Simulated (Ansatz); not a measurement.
# ClH₃O₂Sn: a ladder of functionals and wavefunction methods

Aim: compute ClH₃O₂Sn with functionals from several rungs and with coupled cluster, and see how far each lands from CCSD(T) at the basis-set limit for the atomisation energy.

Method: functionals in def2-TZVPP, the program's frozen cores in correlated methods; program: Ansatz 0.2.0, Gaussian basis.

Levels to be run: LDA (SPW92), PBE-D4, revPBE-D4, BLYP-D4, r2SCAN-D4, B97M-V, PBE0-D4, B3LYP-D4, r2SCANh-D4, r2SCAN0-D4, HSE06-D4, BHLYP-D4, CAM-B3LYP-D4, LC-ωPBE, ωB97X-V, ωB97M-V, B2PLYP, PBE-QIDH; CCSD(T)/def2-SVP; CCSD(T)/def2-TZVPP; MP2/def2-QZVPP; extrapolation to the limit; RPA on PBE.

### Step 1. The geometry

All runs share one geometry, relaxed beforehand with PBE0-D4 in a triple-zeta def2 set. Sn takes the def2 core potential; no spin-orbit term is included.

SMILES `[OH][SnH]([OH])[Cl]`, 7 atoms, charge 0, spin multiplicity 1.

Atoms are counted from 1 here; the program's logs count them from 0.

Bond lengths: O1–Sn2 1.948 Å, O1–H5 0.961 Å, Sn2–O3 1.941 Å, Sn2–Cl4 2.324 Å, Sn2–H6 1.688 Å, O3–H7 0.961 Å. Angles: Sn2–O1–H5 112.3°, O1–Sn2–O3 107.4°, O1–Sn2–Cl4 104.6°, O1–Sn2–H6 114.6°, O3–Sn2–Cl4 109.6°, O3–Sn2–H6 108.3°, Cl4–Sn2–H6 112.2°, Sn2–O3–H7 113.2°.

As a file:

```mol
ClH3O2Sn
  3D, bonds by distance, orders not assigned

  7  6  0  0  0  0  0  0  0  0999 V2000
   -0.2576    1.5186   -0.6198 O   0  0
   -0.1022   -0.0610    0.5092 Sn  0  0
    1.6113   -0.8865    0.1222 O   0  0
   -1.8177   -1.4603   -0.1987 Cl  0  0
   -1.0153    1.4728   -1.2095 H   0  0
   -0.1777    0.2508    2.1666 H   0  0
    1.8204   -0.9025   -0.8157 H   0  0
  1  2  8  0
  2  3  8  0
  2  4  8  0
  1  5  8  0
  2  6  8  0
  3  7  8  0
M  END
```

### Step 2. LDA

This LDA is Slater exchange with PW92 correlation.

in.yaml

```yaml
crystal:
  periodic: [false, false, false]
  atoms:
    - {symbol: O, position_ang: [-0.257595, 1.518599, -0.619796]}
    - {symbol: Sn, position_ang: [-0.102202, -0.060994, 0.509171]}
    - {symbol: O, position_ang: [1.611311, -0.886497, 0.122174]}
    - {symbol: Cl, position_ang: [-1.817700, -1.460303, -0.198711]}
    - {symbol: H, position_ang: [-1.015293, 1.472788, -1.209519]}
    - {symbol: H, position_ang: [-0.177662, 0.250764, 2.166611]}
    - {symbol: H, position_ang: [1.820439, -0.902457, -0.815729]}
basis:
  gaussian: {orbitals: def2-TZVPP}
hamiltonian: {xc: lda}
output: {orbitals: {seedname: orbitals}}
```

The runs that follow: PBE-D4 (GGA); revPBE-D4 (GGA); BLYP-D4 (GGA); r2SCAN-D4 (meta-GGA); B97M-V (meta-GGA); PBE0-D4 (hybrid); B3LYP-D4 (hybrid); r2SCANh-D4 (hybrid); r2SCAN0-D4 (hybrid); HSE06-D4 (hybrid); BHLYP-D4 (hybrid); CAM-B3LYP-D4 (range-separated); LC-ωPBE-D4 (range-separated); ωB97X-V (range-separated); ωB97M-V (range-separated); B2PLYP (double hybrid); PBE-QIDH (double hybrid); CCSD(T) in def2-SVP; CCSD(T) in def2-TZVPP; MP2 in def2-QZVPP; RPA on PBE orbitals.

Before running them: what should the planned runs give, taken together? Wanted: atomisation energy, CCSD(T)/CBS; farthest beyond LDA; mean size of error, GGA; mean size of error, meta-GGA; mean size of error, hybrid; mean size of error, range-separated; mean size of error, double hybrid; gap, smallest and largest; T1 diagnostic.

The runs gave:

```
                               quantity                                  value
        atomisation energy, CCSD(T)/CBS                         531.9 kcal/mol
functionals within 5.3 kcal/mol (1.0 %)                         PBE-D4, B97M-V
                    farthest beyond LDA              BHLYP-D4 (-40.1 kcal/mol)
                mean size of error, GGA                          10.4 kcal/mol
           mean size of error, meta-GGA                           5.6 kcal/mol
             mean size of error, hybrid                          22.3 kcal/mol
    mean size of error, range-separated                          10.2 kcal/mol
      mean size of error, double hybrid                          19.4 kcal/mol
              gap, smallest and largest  4.97 eV (BLYP-D4), 12.86 eV (LC-ωPBE)
                          T1 diagnostic                                 0.0134
triples share of the correlation energy                                  3.5 %
```

**Reading.** LDA overbinds by 81.7 kcal/mol (15 %). PBE-D4 misses by -0.5 kcal/mol. Double hybrids carry the basis error of their MP2 part in triple zeta, and no dispersion term here, so their miss is partly the set-up's. By mean error the best rung here is meta-GGA (5.6 kcal/mol) and the worst beyond LDA is hybrid (22.3 kcal/mol). The mean of the hybrids holds BHLYP, with half exact exchange. Misses under about 5.3 kcal/mol are within the doubt on the reference itself, which lacks core-valence correlation, spin-orbit coupling and higher excitations, and its outer-core shells are covered unevenly. All levels share the lack of spin-orbit coupling, which lowers the free heavy atoms and so the true binding. Hartree-Fock recovers 64 % of the binding; the rest is correlation. CCSD(T) in def2-SVP is off by -60.9 kcal/mol, more than most functionals: a good method in a small basis is no reference. Orbital gaps span 5.0 to 12.9 eV; exact exchange widens them. Correlated methods include outer-core shells of Sn, which these sets cover unevenly.
